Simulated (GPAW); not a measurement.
# CoW3 (Pm-3m) in GPAW: a series of runs, part 2 of 2

GPAW 26.7.0. The steps go on from the part before.

### Step 3. Band structure, LDA, collinear spin, ferromagnetic start

File run.py:

```python
from ase import Atoms
from ase.dft.bandgap import bandgap
from ase.io import write
from ase.units import GPa
from gpaw import GPAW, PW

atoms = Atoms(['W', 'W', 'W', 'Co'],
              cell=[[3.907351, 0.0, 0.0],
                    [0.0, 3.907351, 0.0],
                    [0.0, 0.0, 3.907351]],
              scaled_positions=[[0.5, 0.5, 0.0],
                                [0.5, 0.0, 0.5],
                                [0.0, 0.5, 0.5],
                                [0.0, 0.0, 0.0]],
              pbc=True)
atoms.set_initial_magnetic_moments([0.0, 0.0, 0.0, 2.0])

calc = GPAW(mode=PW(600),
            xc='LDA',
            kpts={'size': (6, 6, 6), 'gamma': True},
            occupations={'name': 'fermi-dirac', 'width': 0.05},
            nbands=46,
            convergence={'density': 1e-05, 'energy': 1e-05},
            maxiter=150,
            txt='gpaw.txt')
atoms.calc = calc
energy = atoms.get_potential_energy()
forces = atoms.get_forces()
stress = atoms.get_stress()
calc.write('gs.gpw')
write('result.traj', atoms)
print(f'Energy: {energy:.6f} eV')
print('Forces (eV/A):')
print(forces.round(4))
print('Stress (GPa):', (stress / GPa).round(3))
print('Moments:', calc.get_magnetic_moments().round(3))
print('Fermi level:', round(calc.get_fermi_level(), 4), 'eV')
print(f'Gap: {bandgap(calc)[0]:.4f} eV, direct: {bandgap(calc, direct=True)[0]:.4f} eV')

path = atoms.cell.bandpath('GXMGRX,MR', npoints=60, eps=1e-4)
bs_calc = calc.fixed_density(kpts=path, symmetry='off', nbands=64,
                             convergence={'bands': 'CBM+6.0', 'eigenstates': 1e-6}, txt='bands.txt')
bs = bs_calc.band_structure()
bs.write('bs.json')
print(f'Gap on the path: {bandgap(bs_calc)[0]:.4f} eV')
```

Potentials or basis: the program's PAW data sets (release 1.2.1) made for this functional, pw.

On the command line:

```
$ OMP_NUM_THREADS=1 python run.py
```

gpaw.txt:

```text
__  _  _
 | _ |_)|_||  |
 |__||  | ||/\| - 26.7.0

Input parameters:
  mode=PW(ecut=600.0),
  convergence={'density': 1e-05, 'energy': 1e-05},
  kpts=MonkhorstPack(size=(6, 6, 6), gamma=True),
  maxiter=150,
  nbands=46,
  occupations=Occupations(name='fermi-dirac', width=0.05),
  xc=XC(name='LDA')

Diagonalizing LCAO Hamiltonian
Converting LCAO to pw mode
   .---------.
  /|         |
 * |         |
 | |         |
 |W|         |
 | .--W------.
 |/    W    /
 Co--------*

Atoms  # Å, Bohr magnetons
|   | symbol |        x |        y |        z |    initial magnetic moments |
|---|--------|----------|----------|----------|-----------------------------|
| 0 |      W | 1.953675 | 1.953675 | 0.000000 | ( 0.0000,  0.0000,  0.0000) |
| 1 |      W | 1.953675 | 0.000000 | 1.953675 | ( 0.0000,  0.0000,  0.0000) |
| 2 |      W | 0.000000 | 1.953675 | 1.953675 | ( 0.0000,  0.0000,  0.0000) |
| 3 |     Co | 0.000000 | 0.000000 | 0.000000 | ( 0.0000,  0.0000,  2.0000) |

Unit cell  # Å
| periodic |        x |        y |        z |  lengths |    angles |
|----------|----------|----------|----------|----------|-----------|
|      yes | 3.907351 | 0.000000 | 0.000000 | 3.907351 | 90.000000 |
|      yes | 0.000000 | 3.907351 | 0.000000 | 3.907351 | 90.000000 |
|      yes | 0.000000 | 0.000000 | 3.907351 | 3.907351 | 90.000000 |

Number of symmetries: 48
Symmetry operations  # r_c * U_cc + t_c -> r_c
|    | kind |            matrix            |
[... 202 lines left out ...]
|iter:  18| |  -46.773015c| -6.78 | -4.85 |  +0.0884|
|iter:  19| |  -46.773003c| -7.18 | -5.23c|  +0.0823|
|iter:  20| |  -46.772996c| -7.61c| -5.52c|  +0.0786|

Converged in 20 steps
Energy contributions relative to reference atoms: (reference = -1353386.585345)

Energy contributions:
  Kinetic:           7.400287
  Coulomb:         -12.490026
  Zero:             -0.232357
  External:          0.000000
  Xc:              -41.430517
  Entropy:          -0.040766
  Spinorbit:         0.000000
  ----------------------------
  Free energy:     -46.793379
  Extrapolated:    -46.772996

dipole moment: (-25.257011, -25.257011, -25.257011)  # |e|*Ang

Total magnetic moment: (0.000000, 0.000000, 0.078601)

Local magnetic moments
|        x |        y |        z |
|----------|----------|----------|
| 0.000000 | 0.000000 | 0.001321 |  # W    0
| 0.000000 | 0.000000 | 0.001321 |  # W    1
| 0.000000 | 0.000000 | 0.001321 |  # W    2
| 0.000000 | 0.000000 | 0.071592 |  # Co   3

Fermi level: 12.676
Eigenvalues  # (at kpt = [0.000, 0.000, 0.000])
| band index |      eig [eV] | occ [0-1] |      eig [eV] | occ [0-1] |
|------------|---------------|-----------|---------------|-----------|
|          0 |       -60.772 |     1.000 |       -60.772 |     1.000 |
|        ... |               |           |               |           |
|         14 |         7.869 |     1.000 |         7.886 |     1.000 |
|         15 |         7.869 |     1.000 |         7.886 |     1.000 |
|         16 |         8.381 |     1.000 |         8.390 |     1.000 |
|         17 |         8.381 |     1.000 |         8.390 |     1.000 |
|         18 |         8.381 |     1.000 |         8.390 |     1.000 |
|         19 |        11.607 |     1.000 |        11.640 |     1.000 |
[... 8 lines left out ...]
|         28 |        15.744 |     0.000 |        15.748 |     0.000 |
|         29 |        15.744 |     0.000 |        15.748 |     0.000 |
|        ... |               |           |               |           |
|         45 |        32.916 |     0.000 |        32.919 |     0.000 |

No gap
No difference between direct/indirect transitions

Forces  # eV/Ang
|        x |        y |        z |
|----------|----------|----------|
| -0.00000 |  0.00000 | -0.00000 |  # W    0
| -0.00000 | -0.00000 |  0.00000 |  # W    1
| -0.00000 |  0.00000 |  0.00000 |  # W    2
|  0.00000 |  0.00000 |  0.00000 |  # Co   3

Stress tensor  # eV/Ang^3
|        x |        y |        z |
|----------|----------|----------|
| 0.106343 | 0.000000 | 0.000000 |
| 0.000000 | 0.106343 | 0.000000 |
| 0.000000 | 0.000000 | 0.106343 |

# Writing to gs.gpw (mode='')
```

bands.txt:

```text
Diagonalizing LCAO Hamiltonian
Converting LCAO to pw mode
convergence criteria:
- Maximum integral of absolute [eigenst]ate change: 1e-06 eV^2 / valence electron
maximum number of iterations: 150

SCF iterations
|iter     | |      energy | eigst |  dens |  magmom |
[... 68 lines left out ...]
         [0.5       , 0.5       , 0.        ],
         [0.5       , 0.5       , 0.0625    ],
         [0.5       , 0.5       , 0.125     ],
         [0.5       , 0.5       , 0.1875    ],
         [0.5       , 0.5       , 0.25      ],
         [0.5       , 0.5       , 0.3125    ],
         [0.5       , 0.5       , 0.375     ],
         [0.5       , 0.5       , 0.4375    ],
         [0.5       , 0.5       , 0.5       ]])),
  maxiter=150,
  nbands=64,
  occupations=Occupations(name='fermi-dirac', width=0.05),
  symmetry=Symmetry(point_group=False, time_reversal=False),
  xc=XC(name='LDA')
```

It took 5.8 min on 1 thread of Arm Neoverse V1, shared host; peak memory 0.55 GiB.

What came out:

| Item | Value |
| --- | --- |
| Free energy | -46.7934 eV |
| Pressure | -17.0 GPa |
| Band gap along the path | none (metal or under the smearing width) |
| Net moment | 0.08 μB per cell |
| Site moments | W +0.00; Co +0.07 μB |

Levels at the corners of the path, in eV from the Fermi level:
Spin up:
```
point  band 22  band 23  band 24  band 25  band 26  band 27  band 28  band 29
    Γ    -1.07     0.34     0.34     2.84     2.84     2.84     3.07     3.07
    X    -1.90    -1.06     0.06     0.24     0.24     0.64     0.93     1.81
    M    -1.96    -1.96    -1.80    -0.98     0.56     0.56     0.97     0.97
    Γ    -1.07     0.34     0.34     2.84     2.84     2.84     3.07     3.07
    R    -0.81    -0.81    -0.81     0.54     0.54     0.54     1.22     2.42
    X    -1.90    -1.06     0.06     0.24     0.24     0.64     0.93     1.81
    M    -1.96    -1.96    -1.80    -0.98     0.56     0.56     0.97     0.97
    R    -0.81    -0.81    -0.81     0.54     0.54     0.54     1.22     2.42
```
Spin down:
| point | band 22 | band 23 | band 24 | band 25 | band 26 | band 27 | band 28 | band 29 |
| --- | --- | --- | --- | --- | --- | --- | --- | --- |
| Γ | -1.04 | 0.41 | 0.41 | 2.86 | 2.86 | 2.86 | 3.07 | 3.07 |
| X | -1.87 | -0.99 | 0.06 | 0.26 | 0.26 | 0.65 | 0.98 | 1.81 |
| M | -1.93 | -1.93 | -1.73 | -0.90 | 0.59 | 0.59 | 0.97 | 0.97 |
| Γ | -1.04 | 0.41 | 0.41 | 2.86 | 2.86 | 2.86 | 3.07 | 3.07 |
| R | -0.81 | -0.81 | -0.81 | 0.54 | 0.54 | 0.54 | 1.22 | 2.44 |
| X | -1.87 | -0.99 | 0.06 | 0.26 | 0.26 | 0.65 | 0.98 | 1.81 |
| M | -1.93 | -1.93 | -1.73 | -0.90 | 0.59 | 0.59 | 0.97 | 0.97 |
| R | -0.81 | -0.81 | -0.81 | 0.54 | 0.54 | 0.54 | 1.22 | 2.44 |

Caveat: spin-orbit coupling is left out, which moves the levels of the heavy elements.
